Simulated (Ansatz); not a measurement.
# H6InO2P: the cost of one run

All numbers below are computed with Ansatz 0.2.0 (RKS BLYP-D4/def2-SVP).

## (1) The starting structure

Bond lengths: In1–O3 2.405 Å, H2–O3 1.079 Å, In1–O4 2.295 Å, In1–P6 2.914 Å, O3–H7 0.960 Å, O4–H8 0.956 Å, P6–H9 1.452 Å, P6–H10 1.385 Å. Angles: In1–O3–H2 70.7°, In1–O3–H7 157.1°, H2–O3–H7 107.9°, O3–In1–O4 86.6°, O3–In1–P6 84.8°, O4–In1–P6 46.3°, In1–O4–H8 130.1°, In1–P6–H9 129.6°, In1–P6–H10 131.4°, H9–P6–H10 89.7°.

Coordinates:

```xyz
10

In    1.6565    1.1543   -0.4158
H    -0.4688    0.5387   -0.9953
O    -0.4283    1.4449   -1.5797
O     0.4004    0.5153    1.3960
H    -0.5728   -0.3439   -0.5600
P     0.5156   -1.3850    0.4471
H    -1.3285    1.7471   -1.7191
H     0.6240    0.4993    2.3257
H    -0.0065   -2.4826   -0.3474
H    -0.3916   -1.6882    1.4485
```

## (2) A restrained relaxation towards end A

Springs on the bonds that form and break draw the guess towards this end; the thresholds are loose.

Input file input.yaml:

```yaml
crystal:
  periodic: [false, false, false]
  atoms:
    - { symbol: In, position_ang: [1.6565, 1.1543, -0.4158] }
    - { symbol: H, position_ang: [-0.4688, 0.5387, -0.9953] }
    - { symbol: O, position_ang: [-0.4283, 1.4449, -1.5797] }
    - { symbol: O, position_ang: [0.4004, 0.5153, 1.396] }
    - { symbol: H, position_ang: [-0.5728, -0.3439, -0.56] }
    - { symbol: P, position_ang: [0.5156, -1.385, 0.4471] }
    - { symbol: H, position_ang: [-1.3285, 1.7471, -1.7191] }
    - { symbol: H, position_ang: [0.624, 0.4993, 2.3257] }
    - { symbol: H, position_ang: [-0.0065, -2.4826, -0.3474] }
    - { symbol: H, position_ang: [-0.3916, -1.6882, 1.4485] }
basis:
  gaussian: { orbitals: def2-SVP }
hamiltonian:
  xc: blyp
  dispersion: d4
relax:
  f_tol: 0.15
  max_steps: 25
  restrain:
    - { distance: [0, 5], at: 3.79, k: 30.0 }
    - { distance: [4, 1], at: 1.92, k: 30.0 }
    - { distance: [0, 1], at: 1.73, k: 30.0 }
    - { distance: [4, 5], at: 1.38, k: 30.0 }
```

Command:

```
ansatz run input.yaml --threads 2 --pin off --max-ram 3072MiB --backend cpu --events-out ev --progress --plain --runs-dir out
```

What time and memory should one allow on 2 threads of Intel Xeon 6975P-C (Granite Rapids), shared host?

About 14 s, with a peak of 0.16 GiB.
